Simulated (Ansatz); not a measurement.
Crystal: SnCl.

```
Sn Cl
1.0
     3.49755    0.00000    0.00000
    -1.74877    3.02896    0.00000
     0.00000    0.00000   10.06221
Sn Cl
2 2
Direct
  0.66667 0.33333 0.82051
  0.33333 0.66667 0.32051
  0.66667 0.33333 0.55449
  0.33333 0.66667 0.05449
```

The cell comes from a database or a generator and needn't be the stable form of this composition.

| Quantity | Value |
| --- | --- |
| Program | Ansatz 0.2.0 |
| Task | relaxation of cell and atoms |
| Functional | PBE |
| Potentials or basis | Ansatz PAW |
| Cutoff | 420 eV (not typed: the program's choice for these potentials) |
| k mesh | 9 × 9 × 3 |
| Occupations | fermi-dirac, width 0.05 eV |
| Spin | no spin polarisation |

At the start: volume 26.65 Å³/atom.

**Question.** Where does the relaxation end?

**Answer.** It ends after 7 steps and the volume is 27.14 Å³/atom (+1.8 %); space group P6_3mc (No. 186, to 0.05 Å).

Step by step:
```csv
step,energy change (eV),largest force (eV/Å),volume (Å³)
1,0.0000,0.0993,106.60
2,-0.0033,0.0919,105.67
3,-0.0068,0.1560,105.82
4,-0.0185,0.0768,107.65
5,-0.0220,0.0210,108.02
6,-0.0225,0.0020,108.55
7,-0.0228,0.0022,108.55
```

Final structure:
```yaml
crystal:
  lattice:
    - [3.49701, 0.00000, 0.00000]
    - [-1.74851, 3.02850, 0.00000]
    - [0.00000, 0.00000, 10.24968]
  atoms:
    - { symbol: Sn, position: [0.66667, 0.33333, 0.81042] }
    - { symbol: Sn, position: [0.33333, 0.66667, 0.31042] }
    - { symbol: Cl, position: [0.66667, 0.33333, 0.56458] }
    - { symbol: Cl, position: [0.33333, 0.66667, 0.06458] }
```

Caveat: the plane-wave basis is chosen anew once the cell has moved, so the energies of steps on either side of that aren't comparable.
